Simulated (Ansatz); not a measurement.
**CH5Ge (charge -1): relaxed scan of one distance from a Python script**

The task is a relaxed scan of one distance, for CH5Ge (charge -1). SMILES: [CH3][GeH2-].

Computed with the Python package of Ansatz 0.2.0. Level of theory: PBE0/def2-SVP.

## Step 1: The system

Bond lengths: C1–Ge2 1.945 Å, C1–H3 1.109 Å, C1–H4 1.109 Å, C1–H5 1.109 Å, Ge2–H6 1.550 Å, Ge2–H7 1.550 Å. Angles: C1–Ge2–H6 109.3°, C1–Ge2–H7 109.3°, H6–Ge2–H7 109.5°, Ge2–C1–H3 109.5°, Ge2–C1–H4 109.5°, Ge2–C1–H5 109.4°, H3–C1–H4 109.5°, H3–C1–H5 109.5°, H4–C1–H5 109.5°.

The script holds or builds the structure itself.

## Step 2: The code

The input, run_relaxed_scan.py:

```python
'''Relaxed scan of one distance in CH5Ge(-).'''

import logging
import sys

import ansatz
from ase import Atoms
import numpy as np

logging.basicConfig(stream=sys.stdout, format='[%(levelname)s] %(message)s')
logger = logging.getLogger('ansatz_job')
logger.setLevel(logging.INFO)

atoms = Atoms(['C', 'Ge', 'H', 'H', 'H', 'H', 'H'], positions=[
    (-0.839, -0.117, -0.0402),
    (1.0589, 0.0638, -0.4233),
    (-1.4077, 0.6321, -0.6285),
    (-1.176, -1.1374, -0.3155),
    (-1.0149, 0.0515, 1.042),
    (1.5274, 1.4895, -0.0359),
    (1.8511, -0.9825, 0.4014),
])
ch5ge = ansatz.Crystal.molecule_from_ase(atoms)

model = (
    ch5ge.calculation()
    .basis(gaussian='def2-SVP')
    .functional('PBE0')
    .charge(-1)
)
symbols = [site.symbol for site in ch5ge.cartesian_sites]
pairs = [(0, 1), (0, 2), (0, 3), (0, 4), (1, 5), (1, 6)]
print('held (A)   E (eV)        ', '  '.join(f'{symbols[i]}{i}-{symbols[j]}{j}' for i, j in pairs))
for length in [1.02, 1.11, 1.2, 1.33, 1.5]:
    data = model.relax(constraints=[ansatz.DistanceConstraint((0, 4), at=length)], force_tolerance=0.02, max_steps=60).run(threads=1, pin='off').report
    xyz = np.array(data['positions_ang'])
    print(f'{length:6.2f} {data["free_energy_ev"]:14.5f}  ', '  '.join(f'{np.linalg.norm(xyz[i] - xyz[j]):.3f}' for i, j in pairs))
```

## Step 3: The input behind the calls

The engine receives this input (first run):

```yaml
crystal:
  periodic: [false, false, false]
  atoms:
    - { symbol: C, position_ang: [-0.839, -0.117, -0.0402] }
    - { symbol: Ge, position_ang: [1.0589, 0.0638, -0.4233] }
    - { symbol: H, position_ang: [-1.4077, 0.6321, -0.6285] }
    - { symbol: H, position_ang: [-1.176, -1.1374, -0.3155] }
    - { symbol: H, position_ang: [-1.0149, 0.0515, 1.042] }
    - { symbol: H, position_ang: [1.5274, 1.4895, -0.0359] }
    - { symbol: H, position_ang: [1.8511, -0.9825, 0.4014] }
basis:
  gaussian:
    orbitals: def2-SVP
hamiltonian:
  xc: pbe0
total_charge: -1.0
relax:
  f_tol: 0.02
  max_steps: 60
  constraints:
    - { distance: [0, 4], at: 1.02 }
```

## Step 4: The run

On the command line:

```
> python run_relaxed_scan.py
```

The program printed:

```text
held (A)   E (eV)         C0-Ge1  C0-H2  C0-H3  C0-H4  Ge1-H5  Ge1-H6
DeckWarning: relax.constraints: the input's atoms, or those drawn, lie off the distances that are held; a relaxation that starts there is brought onto them ahead of its first SCF, by positions alone, an atom by 4.46e-2 Å at the most. With the symmetry detection on, the symmetry is detected on the input's atoms as so brought (as typed, where only the drawn atoms reach the distances), and notices that speak of the structure as typed mean those atoms
  1.02   -57619.96221   2.068  1.105  1.105  1.020  1.624  1.624
  1.11   -57620.09571   2.066  1.105  1.105  1.110  1.623  1.623
  1.20   -57619.97377   2.062  1.105  1.105  1.200  1.621  1.621
  1.33   -57619.56443   2.053  1.105  1.105  1.330  1.618  1.618
  1.50   -57618.88506   2.038  1.104  1.104  1.500  1.613  1.613
```

(Warnings from the package without file and line, repeats left out.)

Run time: 56 s. Hardware: 1 thread of Arm Neoverse V2, shared host; peak memory 0.21 GiB.

Lines on the test bed's own set-up are left out of the output.

## Step 5: The runs side by side

The 5 runs, in the order started:

```tsv
run	distance (Å)	energy from run 2 (eV)	SCF cycles in all	CPU time (s)
1	1.02	0.1335	59	11
2	1.11	0.0000	64	13
3	1.20	0.1219	65	13
4	1.33	0.5313	53	9.7
5	1.50	1.2106	54	9.6
```

## Step 6: How the relaxation of run 1 went

The steps of the relaxation:

```
step  energy from step 1 (eV)  largest force component (eV/Å)
   1                   0.0000                          3.2171
   2                  -0.5558                          0.8886
   3                  -0.6220                          0.4689
   4                  -0.6369                          0.0687
   5                  -0.6385                          0.0269
   6                  -0.6386                          0.0051
```

Step 1 is the start.

Before: Bond lengths: C1–Ge2 1.945 Å, C1–H3 1.109 Å, C1–H4 1.109 Å, C1–H5 1.109 Å, Ge2–H6 1.550 Å, Ge2–H7 1.550 Å. Angles: C1–Ge2–H6 109.3°, C1–Ge2–H7 109.3°, H6–Ge2–H7 109.5°, Ge2–C1–H3 109.5°, Ge2–C1–H4 109.5°, Ge2–C1–H5 109.4°, H3–C1–H4 109.5°, H3–C1–H5 109.5°, H4–C1–H5 109.5°.

After: Bond lengths: C1–Ge2 2.068 Å, C1–H3 1.105 Å, C1–H4 1.105 Å, C1–H5 1.020 Å, Ge2–H6 1.624 Å, Ge2–H7 1.624 Å. Angles: C1–Ge2–H6 94.6°, C1–Ge2–H7 94.6°, H6–Ge2–H7 92.0°, Ge2–C1–H3 109.5°, Ge2–C1–H4 109.5°, Ge2–C1–H5 113.4°, H3–C1–H4 106.7°, H3–C1–H5 108.8°, H4–C1–H5 108.8°.

## Step 7: Path of the relaxation of run 5

The steps of the relaxation:

```csv
step,energy from step 1 (eV),largest force component (eV/Å)
1,0.0000,3.4861
2,-0.8215,1.3674
3,-0.9540,0.4925
4,-0.9680,0.0641
5,-0.9684,0.0076
```

Step 1 is the start.

Before: Bond lengths: C1–Ge2 1.945 Å, C1–H3 1.109 Å, C1–H4 1.109 Å, C1–H5 1.109 Å, Ge2–H6 1.550 Å, Ge2–H7 1.550 Å. Angles: C1–Ge2–H6 109.3°, C1–Ge2–H7 109.3°, H6–Ge2–H7 109.5°, Ge2–C1–H3 109.5°, Ge2–C1–H4 109.5°, Ge2–C1–H5 109.4°, H3–C1–H4 109.5°, H3–C1–H5 109.5°, H4–C1–H5 109.5°.

After: Bond lengths: C1–Ge2 2.038 Å, C1–H3 1.104 Å, C1–H4 1.104 Å, Ge2–H6 1.613 Å, Ge2–H7 1.613 Å. Angles: C1–Ge2–H6 97.1°, C1–Ge2–H7 97.1°, H6–Ge2–H7 93.4°, Ge2–C1–H3 112.3°, Ge2–C1–H4 112.3°, H3–C1–H4 107.7°.

## Step 8: Summary of results

```
                  quantity     value
             runs compared         5
           range of energy  1.211 eV
lowest point, distance (Å)      1.11
```

The curve has its lowest point inside the range, at 1.11. The ends stand 0.134 and 1.21 eV above it. The distance scanned is the script's pair 0, 4. Run 1: After 5 moves the largest shift is 0.291 Å, of atom 2 (Ge). Run 5: After 4 moves the largest shift is 0.318 Å, of atom 2 (Ge). Caveats:
- The energies are electronic: no zero-point or thermal terms, and the basis set is short of its limit.
- Anions want diffuse functions, which this basis lacks.
